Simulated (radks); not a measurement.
**Ge⁴⁻ held by a Watson sphere**

One table from this session's results is given with a row withheld; the runs are named, their logs left out.

Program: radks (a radial shooting solver on a logarithmic mesh, Libxc functionals) version 1. Level of theory: scalar-relativistic Kohn-Sham, LDA (Slater exchange, Perdew-Wang correlation), spin-polarised, spherical densities, point nucleus. These are calculated values, not measurements, unless marked.

## Starting point

```
element       : germanium (Z = 32)
charge        : -4
electrons     : 36
configuration : [Kr]
```

Outer shells as boxes (Hund's rule):

Ge⁴⁻
```
[Ar] core
3d [↑↓][↑↓][↑↓][↑↓][↑↓]
4s [↑↓]
4p [↑↓][↑↓][↑↓]
```

Set-up of the first run:

Settings of this run:

```text
Z 32
configuration [Kr]
relativity scalar-relativistic
functional lda,pw
spin polarised
nucleus point
c 137.035999084
watson charge 4 radius 2.64 bohr
response adiabatic LDA kernel
```

Steps of the session up to this table: R = 2.64 bohr; R = 2.88 bohr; R = 2.98 bohr; R = 3.04 bohr; R = 3.82 bohr; R = 5.3 bohr.

One of the session's tables, all rows but one given; the rest of the session is left out.

```
R (bohr)  highest level (eV)  its <r> (bohr)  sum of <r²> (bohr²)  α (bohr³)
    2.64              -6.767           2.768                75.58      54.29
    2.88              -6.305           2.902                81.48      65.71
    2.98              -6.120           2.958                84.02      71.14
    3.04              -6.012           2.991                85.57      74.60
    3.82                   ?               ?                    ?          ?
     5.3              -3.347           4.311                158.0      377.5
```

**Question.** Estimate the row for R (bohr) = 3.82.

Worked estimate for «highest level (eV)». A straight line through the neighbours (3.04, -6.012) and (5.3, -3.347) gives -6.012 + (-3.347 + 6.012) × (3.82 − 3.04) / (5.3 − 3.04) = -5.092; a parabola fitted to 3 rows on both sides gives -4.783.

The run gave: highest level (eV): -4.792; its <r> (bohr): 3.437; sum of <r²> (bohr²): 107.3; α (bohr³): 136.7. In «highest level (eV)» the line misses by -0.300 and the parabola by +0.009.

**Reading.** From R = 2.64 to 5.3 bohr the top level moves from -6.767 to -3.347 eV and its mean radius from 2.77 to 4.31 bohr. A wider sphere makes a shallower well, so the ion swells. The polarisability goes from 54.3 to 377 bohr³. Response by self-consistent Sternheimer equations with the Hartree and adiabatic LDA kernel, the relativistic mass of each level held fixed and spin-orbit coupling left out. The sphere does not respond.
